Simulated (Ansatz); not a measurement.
# CsW2: the cost of one run

Computed with Ansatz 0.2.0 (DFT PBE, scalar-relativistic, plane waves, PAW, unless a step's input says otherwise).

## (1) Starting point

The structure is tetragonal, space group P4_2/mnm (No. 136). Conventional cell: a = 6.348 Å, b = 6.348 Å, c = 4.089 Å, α = 90.00°, β = 90.00°, γ = 90.00°. Cs (site symmetry mmm) is surrounded by 6 W at 2.69 to 2.75 Å. Around W (site symmetry m2m) lie 3 Cs at 2.69 to 2.75 Å.

Structure file:

```
Cs W
1.0
     6.34766    0.00000    0.00000
     0.00000    6.34766    0.00000
     0.00000    0.00000    4.08853
Cs W
2 4
Direct
  0.00000 0.00000 0.00000
  0.50000 0.50000 0.50000
  0.30600 0.30600 0.00000
  0.19400 0.80600 0.50000
  0.69400 0.69400 0.00000
  0.80600 0.19400 0.50000
```

This is candidate A: rutile type (P4_2/mnm, No. 136).

(A quick probe on a coarse mesh, which set the mesh and smearing, is not shown.)

## (3) Coarse relaxation (candidate A)

Input file input.yaml:

```yaml
crystal:
  lattice:
    - [6.3476592345, 0.0, 0.0]
    - [0.0, 6.3476592345, 0.0]
    - [0.0, 0.0, 4.0885336689]
  atoms:
    - { symbol: Cs, position: [0.0, 0.0, 0.0] }
    - { symbol: Cs, position: [0.5, 0.5, 0.5] }
    - { symbol: W, position: [0.306, 0.306, 0.0] }
    - { symbol: W, position: [0.194, 0.806, 0.5] }
    - { symbol: W, position: [0.694, 0.694, 0.0] }
    - { symbol: W, position: [0.806, 0.194, 0.5] }
basis:
  ecutwfc: 420
kpoints:
  mp_grid: { grid: [4, 4, 4] }
hamiltonian:
  xc: pbe
scf:
  occupations: { method: gaussian, width: 0.1 }
  lower_state_search: "off"
output:
  forces: true
  stress: true
  eigenvalues: true
relax:
  adjacent_minimum: "off"
  f_tol: 0.04
  max_steps: 70
  cell: { stress_tol: 0.4 }
```

Command:

```console
ansatz run input.yaml --threads 1 --pin off --max-ram 2560MiB --backend cpu --events-out ev --progress --plain --runs-dir out
```

What time and memory should one allow on 1 thread of Intel Xeon Platinum 8375C at 2.90GHz (Ice Lake), shared host?

About 4.2 min, with a peak of 0.65 GiB.
